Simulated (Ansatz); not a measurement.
Working through a charge-density difference against the sublattices of KPtO₃, space group Pm-3m

Program: the Ansatz DFT code, driven from Python.

The cells in order, each with its output:

**Cell 1**
```python
import ansatz as az
import numpy as np
```

**Cell 2**
```python
VECTORS = np.array([
    [4.046411, 0.0, 0.0],
    [0.0, 4.046411, 0.0],
    [0.0, 0.0, 4.046411],
])
SITES = [
    ("K", [0.5, 0.5, 0.5]),
    ("Pt", [0.0, 0.0, 0.0]),
    ("O", [0.0, 0.5, 0.0]),
    ("O", [0.5, 0.0, 0.0]),
    ("O", [0.0, 0.0, 0.5]),
]
```

**Cell 3**
```python
def on_lattice(cell):
    crystal = az.Crystal(lattice=az.Lattice.of(cell))
    for symbol, position in SITES:
        crystal = crystal.atom(symbol, position)
    return crystal

# same cell, cutoff and mesh for the crystal and its parts
def solve(crystal):
    return (
        crystal.calculation()
        .occupations("fermi_dirac", width=0.1)  # fractional filling near the Fermi level
        .functional("pbesol")
        .basis(460, grid_basis="typed")
        .kpoints(6, 6, 6)  # sampling of the Brillouin zone
        .density()
        .run(threads=1)
    )
```

**Cell 4**
```python
whole = solve(on_lattice(VECTORS))
difference = whole.density().channels[0].density_e_per_ang3.copy()
binding = whole.report["free_energy_ev"]
for element in ["K", "Pt", "O"]:
    part = az.Crystal(lattice=az.Lattice.of(VECTORS))
    for symbol, position in SITES:
        if symbol == element:
            part = part.atom(symbol, position)
    alone = solve(part)
    difference -= alone.density().channels[0].density_e_per_ang3
    binding -= alone.report["free_energy_ev"]
    print(f"{element} sublattice: {alone.report['n_electrons']:g} electrons, {alone.report['n_iterations']} iterations")

voxel = abs(np.linalg.det(VECTORS)) / difference.size
print(f"energy of the crystal less its unpolarised sublattices: {binding / len(SITES):.4f} eV/atom")
print(f"net charge of the difference {difference.sum() * voxel:.5f} e, charge moved {0.5 * np.abs(difference).sum() * voxel:.3f} e")
print(f"extremes {difference.min():.4f} and {difference.max():.4f} e/A^3")
for (symbol, position) in SITES:
    index = tuple(int(round(p * n)) % n for p, n in zip(position, difference.shape))
    print(f"  change of the pseudo-density at the grid point nearest {symbol}: {difference[index]:+.4f} e/A^3")
```
Output:
```text
K sublattice: 9 electrons, 6 iterations
Pt sublattice: 18 electrons, 6 iterations
O sublattice: 18 electrons, 7 iterations
energy of the crystal less its unpolarised sublattices: -4.0286 eV/atom
net charge of the difference -0.00000 e, charge moved 1.179 e
extremes -0.5261 and 0.3371 e/A^3
  change of the pseudo-density at the grid point nearest K: -0.0136 e/A^3
  change of the pseudo-density at the grid point nearest Pt: -0.0306 e/A^3
  change of the pseudo-density at the grid point nearest O: +0.0050 e/A^3
  change of the pseudo-density at the grid point nearest O: +0.0050 e/A^3
  change of the pseudo-density at the grid point nearest O: +0.0050 e/A^3
```

Notes:
- The cell holds an odd number of electrons and is run without spin, so a magnetic state may lie lower.
- The mesh is modest for a metal, so energies can be off by several to tens of meV an atom and pressures by half a GPa or more; differences at equal mesh fare better.
- Spin-orbit coupling, which matters for elements this heavy, is left out.
- The fields are valence quantities on the plane-wave grid; their values near the nuclei depend on the potentials.
- The structure comes from a database of computed cells and needn't be a stable or known phase.
- Charge moved counts every rearrangement, bonding and polarisation too, and is no transfer between atoms; the bare sublattices are artificial references. Values near the nuclei depend on the potentials.
- The whole script took 4.7 s on 1 thread of Arm Neoverse V2 (shared host), peak memory 0.4 GiB.

(Lines on the test bed's own set-up are left out of the output.)
